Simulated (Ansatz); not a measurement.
# CH3ClF2Ge: geometry optimisation

The task: find the minimum of CH3ClF2Ge nearest to the start.

Program: Ansatz 0.2.0. Level of theory: RHF/def2-SVPD. These are calculated values, not measurements.

### 1 The starting structure

SMILES `[F][GeH2][CH](F)Cl`, 8 atoms, charge 0, spin multiplicity 1.

Atoms are counted from 1 here; the program's logs count them from 0.

Bond lengths: F1–Ge2 1.780 Å, Ge2–C3 2.001 Å, Ge2–H6 1.547 Å, Ge2–H7 1.542 Å, C3–F4 1.385 Å, C3–Cl5 1.795 Å, C3–H8 1.108 Å. Angles: F1–Ge2–C3 104.5°, F1–Ge2–H6 106.1°, F1–Ge2–H7 107.3°, C3–Ge2–H6 111.1°, C3–Ge2–H7 111.1°, H6–Ge2–H7 115.9°, Ge2–C3–F4 108.7°, Ge2–C3–Cl5 110.3°, Ge2–C3–H8 113.2°, F4–C3–Cl5 109.6°, F4–C3–H8 108.3°, Cl5–C3–H8 106.6°.

Coordinates:

```
F    -1.51292    1.56563    0.23254
Ge   -0.06309    0.66140    0.73035
C     0.26017   -0.63081   -0.76314
F     1.50927   -1.20450   -0.59155
Cl   -0.99698   -1.91258   -0.76240
H     1.07862    1.70035    0.82493
H    -0.41142   -0.07838    2.03805
H     0.22854   -0.15821   -1.76448
```

### 2 Relaxation

Input file input.yaml:

```yaml
crystal:
  periodic: [false, false, false]
  atoms:
    - { symbol: F, position_ang: [-1.512919, 1.565626, 0.232538] }
    - { symbol: Ge, position_ang: [-0.063088, 0.661404, 0.730352] }
    - { symbol: C, position_ang: [0.260174, -0.630812, -0.763137] }
    - { symbol: F, position_ang: [1.509269, -1.204501, -0.59155] }
    - { symbol: Cl, position_ang: [-0.996977, -1.91258, -0.762401] }
    - { symbol: H, position_ang: [1.078617, 1.700354, 0.824927] }
    - { symbol: H, position_ang: [-0.411417, -0.078385, 2.038049] }
    - { symbol: H, position_ang: [0.228541, -0.158207, -1.764478] }
basis:
  gaussian: { orbitals: def2-SVPD }
hamiltonian:
  xc: hf
output:
  forces: true
relax:
  f_tol: 0.003
  max_steps: 120
```

Started as:

```console
> ansatz run input.yaml --threads 1 --pin off --max-ram 2560MiB --backend cpu --events-out ev --progress --plain --runs-dir out
```

What does the calculation give? Wanted: energy gained; root mean square move; dipole moment.

As calculated:

| quantity | value |
| --- | --- |
| energy gained | 0.0804 eV |
| root mean square move | 0.032 Å |
| dipole moment | 1.88 D |

What this shows: Bond lengths: F1–Ge2 1.733 Å, Ge2–C3 1.985 Å, Ge2–H6 1.525 Å, Ge2–H7 1.521 Å, C3–F4 1.354 Å, C3–Cl5 1.780 Å, C3–H8 1.085 Å. Angles: F1–Ge2–C3 104.2°, F1–Ge2–H6 106.8°, F1–Ge2–H7 107.9°, C3–Ge2–H6 110.3°, C3–Ge2–H7 111.8°, H6–Ge2–H7 115.1°, Ge2–C3–F4 109.0°, Ge2–C3–Cl5 111.6°, Ge2–C3–H8 112.7°, F4–C3–Cl5 108.8°, F4–C3–H8 108.3°, Cl5–C3–H8 106.3°. No frequencies were computed here.
